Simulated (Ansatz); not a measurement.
# H6O2Si2: the cost of one run

Program: Ansatz 0.2.0. Level of theory: RKS PBE0/def2-SVP. These are calculated values, not measurements.

## (1) Starting point

Bond lengths: Si1–O2 1.680 Å, O2–H3 1.010 Å, Si1–H4 1.460 Å, Si1–O5 1.679 Å, O5–Si6 1.680 Å, Si6–H7 1.460 Å, Si6–H8 1.460 Å, Si6–H9 1.460 Å, Si1–H10 1.459 Å. Angles: Si1–O2–H3 109.5°, O2–Si1–H4 109.5°, O2–Si1–O5 109.5°, O2–Si1–H10 109.5°, H4–Si1–O5 109.5°, H4–Si1–H10 109.5°, O5–Si1–H10 109.5°, Si1–O5–Si6 125.0°, O5–Si6–H7 109.5°, O5–Si6–H8 109.5°, O5–Si6–H9 109.5°, H7–Si6–H8 109.4°, H7–Si6–H9 109.4°, H8–Si6–H9 109.4°.

Structure file:

```xyz
10

Si    0.0000    0.0000    0.0000
O     0.0000    0.0000    1.6800
H    -0.9095   -0.2814    2.0171
H     1.3768    0.0000   -0.4862
O    -0.7913    1.3709   -0.5594
Si   -2.4002    1.4263   -1.0396
H    -3.2124    0.6421   -0.1138
H    -2.8620    2.8114   -1.0378
H    -2.5267    0.8736   -2.3850
H    -0.6877   -1.1914   -0.4862
```

## (2) Preparing the start

The input, input.yaml:

```yaml
crystal:
  periodic: [false, false, false]
  atoms:
    - { symbol: Si, position_ang: [0.0, 0.0, 0.0] }
    - { symbol: O, position_ang: [0.0, 0.0, 1.68] }
    - { symbol: H, position_ang: [-0.9095, -0.2814, 2.0171] }
    - { symbol: H, position_ang: [1.3768, 0.0, -0.4862] }
    - { symbol: O, position_ang: [-0.7913, 1.3709, -0.5594] }
    - { symbol: Si, position_ang: [-2.4002, 1.4263, -1.0396] }
    - { symbol: H, position_ang: [-3.2124, 0.6421, -0.1138] }
    - { symbol: H, position_ang: [-2.862, 2.8114, -1.0378] }
    - { symbol: H, position_ang: [-2.5267, 0.8736, -2.385] }
    - { symbol: H, position_ang: [-0.6877, -1.1914, -0.4862] }
basis:
  gaussian: { orbitals: def2-SVP }
hamiltonian:
  xc: pbe0
relax:
  f_tol: 0.02
  max_steps: 40
```

The run is started by

```sh
$ ansatz run input.yaml --threads 2 --pin off --max-ram 3072MiB --backend cpu --events-out ev --progress --plain --runs-dir out
```

**Question.** How long does this run take on 2 threads of Arm Neoverse V1, shared host, and how much memory does it need?

About 22 s, with a peak of 0.19 GiB.
